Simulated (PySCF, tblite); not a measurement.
**C₅H₁₁OP: geometry, infrared bands and NMR shifts**

Wanted: the infrared bands and NMR shifts of C₅H₁₁OP (`C=C[P@H](=O)C(C)C`), by calculation.

The runs use tblite 0.8.0 and PySCF 2.14.0, with density-fitted response routines of our own; the level of theory stands in each step. All values are computed, except where a source is named. Atoms are numbered from 0 throughout.

## Step 1: The molecule as given

18 atoms, charge 0, multiplicity 1; geometry from: force field or distance geometry start.

Bonds of the start (Å): C0–C1 1.33, C1–P2 1.75, P2–O3 1.51, P2–C4 1.83, C4–C5 1.54, C4–C6 1.50, C0–H7 1.09, C0–H8 1.08, C1–H9 1.10, P2–H10 1.42, C4–H11 1.11, C5–H12 1.11, C5–H13 1.08, C5–H14 1.11, C6–H15 1.14, C6–H16 1.09, C6–H17 1.11.

## Step 2: Geometry optimisation with GFN2-xTB

Job settings and geometry (Å):

```
{"job": {"kind": "relax", "xc": "GFN2-xTB", "basis": "xTB"}, "charge": 0, "multiplicity": 1}
C      2.674900     0.744500     0.095200
C      2.071100    -0.396300     0.416400
P      0.652700    -0.925900    -0.461000
O      0.784200    -0.829600    -1.959600
C     -0.864300    -0.031100     0.023000
C     -2.003100    -0.856300    -0.593700
C     -0.985700     1.334200    -0.588600
H      3.553800     1.106600     0.623000
H      2.240400     1.317700    -0.715900
H      2.465400    -1.012400     1.238000
H      0.366200    -2.283900    -0.177700
H     -0.986400    -0.008900     1.127600
H     -2.005100    -0.701500    -1.695000
H     -2.961700    -0.665800    -0.134000
H     -1.725000    -1.911500    -0.398400
H     -2.009000     1.710400    -0.270800
H     -0.989000     1.359600    -1.680700
H     -0.288200     2.056500    -0.124100
```

The run is started by

```bash
$ OMP_NUM_THREADS=1 python probes_run.py task.json out
```

One launch serves the whole session: the jobs run in the order shown.

**Question.** This job is followed by: GFN2-xTB harmonic vibrations, gas phase; GIAO PBE0/pcSseg-1 NMR shielding, non-relativistic, gas phase. What will the session give for the following? strongest single infrared mode (GFN2-xTB); zero-point energy (GFN2-xTB); ¹³C shifts against TMS (PBE0/pcSseg-1); ¹H shifts against TMS (PBE0/pcSseg-1, means over atoms taken as alike); ³¹P shifts against H3PO4 (PBE0/pcSseg-1); ¹⁷O shifts against H2O (PBE0/pcSseg-1); surface potential, 1st and 99th percentile.

The runs gave:

```
                                                              quantity                                         value
                             strongest single infrared mode (GFN2-xTB)                         2240 cm⁻¹, 250 km/mol
                                          zero-point energy (GFN2-xTB)                                 92.7 kcal/mol
                                ¹³C shifts against TMS (PBE0/pcSseg-1)            145.1, 140.2, 33.3, 18.2, 14.1 ppm
¹H shifts against TMS (PBE0/pcSseg-1, means over atoms taken as alike)  7.23, 6.85, 6.74, 6.12, 1.40, 1.24, 1.16 ppm
                              ³¹P shifts against H3PO4 (PBE0/pcSseg-1)                                      -4.7 ppm
                                ¹⁷O shifts against H2O (PBE0/pcSseg-1)                                      42.4 ppm
                                 surface potential, 1st and 99th percentile                            -2.24 V and 1.19 V
```

What this shows: Relaxing lowered the energy by 0.620 eV in 104 steps; the close pair that moved most is C1–P2, from 1.750 to 1.808 Å. All 48 modes are real, so the xTB geometry is a minimum. The strongest single mode, at 2240 cm⁻¹, moves mainly H10. Unscaled tight-binding wavenumbers are off by several per cent, some by more. Its intensities can rank the bands wrongly. C0 (terminal =CH2 carbon) lies farthest downfield among carbon, at 145.1 ppm; as expected for a trigonal carbon in a double bond. At PBE0/pcSseg-1: Shielding is most anisotropic at C0 (span 271 ppm, paramagnetic term -211 ppm). At PBE0/pcSseg-1, counted by nearest atom on the grid, the HOMO lies on O3 55 %; C4 16 %, the LUMO on C0, C1 about 30 % each; H7, H8 about 9 % each.
